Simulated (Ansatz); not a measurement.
# Na: the cost of one run

Method: DFT PBEsol, scalar-relativistic, plane waves, PAW, in Ansatz 0.2.0.

## (1) The starting structure

It takes space group I4/mmm (No. 139, tetragonal). Conventional cell: a = 3.727 Å, b = 3.727 Å, c = 5.224 Å, α = 90.00°, β = 90.00°, γ = 90.00°. Around Na (site symmetry 4/mmm) lie 12 Na at 3.71 to 3.73 Å.

As a file:

```cif
data_structure
_symmetry_space_group_name_H-M 'P 1'
_symmetry_Int_Tables_number 1
_cell_length_a 3.7106
_cell_length_b 3.7106
_cell_length_c 3.7106
_cell_angle_alpha 119.705
_cell_angle_beta 119.705
_cell_angle_gamma 90.511
_cell_volume 36.29
loop_
_atom_site_label
_atom_site_type_symbol
_atom_site_fract_x
_atom_site_fract_y
_atom_site_fract_z
_atom_site_occupancy
Na1 Na 0.00000 0.00000 0.00000 1
```

It goes back to an entry of the Materials Project, which need not be the stable form.

It is the result of an earlier relaxation at this level (volume 36.29 Å³/atom; gap on the mesh: none (metal)).

## (2) Plan of the line

The energy is mapped over a normal mode and a strain (zone-centre modes of the cell shown, which folds in the wave vector (1/2, 1/2, 1/2) of the primitive cell) (x along [1 0 0], y along [0 1 0], z along [0 0 1] of the conventional cell).

- amplitude of mode 4 (97 cm⁻¹), largest displacement in the unstrained cell: 7 values from −0.612 to 0.612 Å
- equal normal strain along x, y and z: 7 values from −2.50 to 2.50 %

Nothing else is relaxed (the pattern is fixed in fractional coordinates). Energies count from the relaxed high-symmetry cell. Points are written as (first, second).

The modes come from a phonon run on the reference cell, made beforehand.

The patterns, per unit of each coordinate (Å):

| atom | x1 | y1 | z1 |
| --- | --- | --- | --- |
| Na1 | 1.000 | 0.000 | 0.000 |
| Na2 | -1.000 | 0.000 | 0.000 |

## (3) Grid point (−0.204 Å, −2.50 %)

input.yaml reads:

```yaml
crystal:
  lattice:
    - [0.0, -3.6339653128, 0.0]
    - [-3.6339653128, 0.0, 0.0]
    - [0.0, 0.0, -5.0935792181]
  atoms:
    - { symbol: Na, position: [0.5, 0.5547335989, 0.5] }
    - { symbol: Na, position: [0.0, -0.0547335989, 0.0] }
basis:
  ecutwfc: 520.0
kpoints:
  mp_grid: { grid: [12, 12, 10] }
hamiltonian:
  xc: pbesol
scf:
  occupations: { method: gaussian, width: 0.15 }
output:
  forces: true
  stress: true
  eigenvalues: true
```

Run with:

```bash
ansatz run input.yaml --threads 1 --pin off --max-ram 2048MiB --backend cpu --events-out ev --progress --plain --runs-dir out
```

What time and memory should one allow on 1 thread of Arm Neoverse V1, shared host?

About 16 s, with a peak of 0.54 GiB.
